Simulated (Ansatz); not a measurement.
**CH₆InNSe: basis-set convergence**

Aim: see how fast density functionals converge with the basis set for CH₆InNSe.

Computed with Ansatz 0.2.0, Gaussian basis. Level: one geometry, several basis sets.

Levels to be run: PBE0-D4/def2-SVP; ωB97M-V/def2-SVP; PBE0-D4/def2-QZVPP; ωB97M-V/def2-QZVPP; the functionals' def2-TZVPP values are taken from earlier runs.

**1. The geometry**

An earlier PBE0-D4 in a triple-zeta def2 set relaxation fixed the geometry. In takes the def2 core potential; no spin-orbit term is included.

SMILES `[NH2][InH][CH2][SeH]`, 10 atoms, charge 0, spin multiplicity 1.

Atoms are counted from 1 here; the program's logs count them from 0.

Bond lengths: N1–In2 2.013 Å, N1–H5 1.006 Å, N1–H6 1.007 Å, In2–C3 2.150 Å, In2–H7 1.708 Å, C3–Se4 1.965 Å, C3–H8 1.088 Å, C3–H9 1.090 Å, Se4–H10 1.471 Å. Angles: In2–N1–H5 123.9°, In2–N1–H6 123.6°, H5–N1–H6 111.0°, N1–In2–C3 111.7°, N1–In2–H7 118.4°, C3–In2–H7 129.5°, In2–C3–Se4 105.0°, In2–C3–H8 116.2°, In2–C3–H9 111.7°, Se4–C3–H8 109.7°, Se4–C3–H9 104.5°, H8–C3–H9 109.0°, C3–Se4–H10 96.3°.

**2. PBE0-D4 in def2-SVP**

File in.yaml:

```yaml
crystal:
  periodic: [false, false, false]
  atoms:
    - {symbol: N, position_ang: [-1.870588, -0.416067, 0.409192]}
    - {symbol: In, position_ang: [-0.497382, 0.975527, -0.072354]}
    - {symbol: C, position_ang: [1.303524, 0.083679, -0.836209]}
    - {symbol: Se, position_ang: [2.278430, -0.536404, 0.752645]}
    - {symbol: H, position_ang: [-2.778356, -0.201037, 0.786464]}
    - {symbol: H, position_ang: [-1.827386, -1.372120, 0.097393]}
    - {symbol: H, position_ang: [-0.816040, 2.604254, 0.330403]}
    - {symbol: H, position_ang: [1.173614, -0.742784, -1.531630]}
    - {symbol: H, position_ang: [1.961464, 0.826409, -1.286477]}
    - {symbol: H, position_ang: [1.155819, -1.272658, 1.353472]}
basis:
  gaussian: {orbitals: def2-SVP}
hamiltonian: {xc: pbe0, dispersion: d4}
output: {orbitals: {seedname: orbitals}}
```

On the command line:

```console
> ansatz run in.yaml --threads 4 --pin off --events-out ev --progress --plain --max-ram 10444MiB
```

After this run come: ωB97M-V in def2-SVP; PBE0-D4 in def2-QZVPP; ωB97M-V in def2-QZVPP.

Q: Predict the results of all the runs planned. Wanted: PBE0-D4: double and triple zeta above quadruple; ωB97M-V: double and triple zeta above quadruple.

The runs gave:

```
                                       quantity           value
PBE0-D4: double and triple zeta above quadruple  13.05, 1.59 eV
ωB97M-V: double and triple zeta above quadruple  13.13, 1.55 eV
```

**Reading.** For PBE0-D4 the step from double to triple zeta gains 11.45 eV and the next only 1.59 eV. These are total energies; as a rule much of such shifts cancels in differences, which this series doesn't test. The LUMO of ωB97M-V is positive and keeps falling with the basis (0.84 to 0.30 eV): an unbound level that the basis holds in place.
